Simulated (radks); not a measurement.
**Fractional charge and spin in the 6s shell of gadolinium**

Aim: the energy as the spin-up occupation of 6s runs from 0 to 1 and the spin-down one from 0 to 1, against the two flat planes that join the four corners. Added charge counts from the emptiest corner (up 0, down 0).

The numbers are computed with radks (a radial shooting solver on a logarithmic mesh, Libxc functionals) version 1 (scalar-relativistic Kohn-Sham, LDA (Slater exchange, Perdew-Wang correlation), spin-polarised, spherical densities, point nucleus), except any that are marked as measured or tabulated.

### 1 Starting point

```
element       : gadolinium (Z = 64)
configuration : [Xe] 4f(up 3.5, down 3.5) 5d(up 0.5, down 0.5) 6s(up 1, down 1)
```

A shell typed twice in an input gives spin up, then spin down.

### 2 6s: up 1, down 1

Input:

```text
Z 64
configuration [Xe] 4f3.5 4f3.5 5d0.5 5d0.5 6s1 6s1
relativity scalar-relativistic
functional lda,pw
spin polarised
nucleus point
c 137.035999084
```

### 3 6s: up 1, down 0.5

Input:

```text
Z 64
configuration [Xe] 4f3.5 4f3.5 5d0.5 5d0.5 6s1 6s0.5
relativity scalar-relativistic
functional lda,pw
spin polarised
nucleus point
c 137.035999084
```

### 4 6s: up 1, down 0

Input:

```text
Z 64
configuration [Xe] 4f3.5 4f3.5 5d0.5 5d0.5 6s1 6s0
relativity scalar-relativistic
functional lda,pw
spin polarised
nucleus point
c 137.035999084
```

### 5 6s: up 0.5, down 0.5

Input:

```text
Z 64
configuration [Xe] 4f3.5 4f3.5 5d0.5 5d0.5 6s0.5 6s0.5
relativity scalar-relativistic
functional lda,pw
spin polarised
nucleus point
c 137.035999084
```

### 6 6s: up 0.5, down 0

Input:

```text
Z 64
configuration [Xe] 4f3.5 4f3.5 5d0.5 5d0.5 6s0.5 6s0
relativity scalar-relativistic
functional lda,pw
spin polarised
nucleus point
c 137.035999084
```

### 7 6s: up 0, down 0

Input:

```text
Z 64
configuration [Xe] 4f3.5 4f3.5 5d0.5 5d0.5 6s0 6s0
relativity scalar-relativistic
functional lda,pw
spin polarised
nucleus point
c 137.035999084
```

What does the calculation give? Wanted: for each run, down \ up; 0; 0.5; 1.

As calculated:

```tsv
down \ up	0	0.5	1
0	0.000	-0.678	0.000
0.5	-0.678	0.165	-0.612
1	0.000	-0.612	0.000
```

**Reading.** The table gives the energy in eV minus the planes, whose edge runs along up + down = one added electron; mirror points follow by spin symmetry. With half an added electron in each spin it lies 0.17 eV above the planes. With half an electron added in spin up alone it lies 0.68 eV below them. The planes are only a guide here: the condition holds for ground states with one frontier orbital, and this shell lies below others.
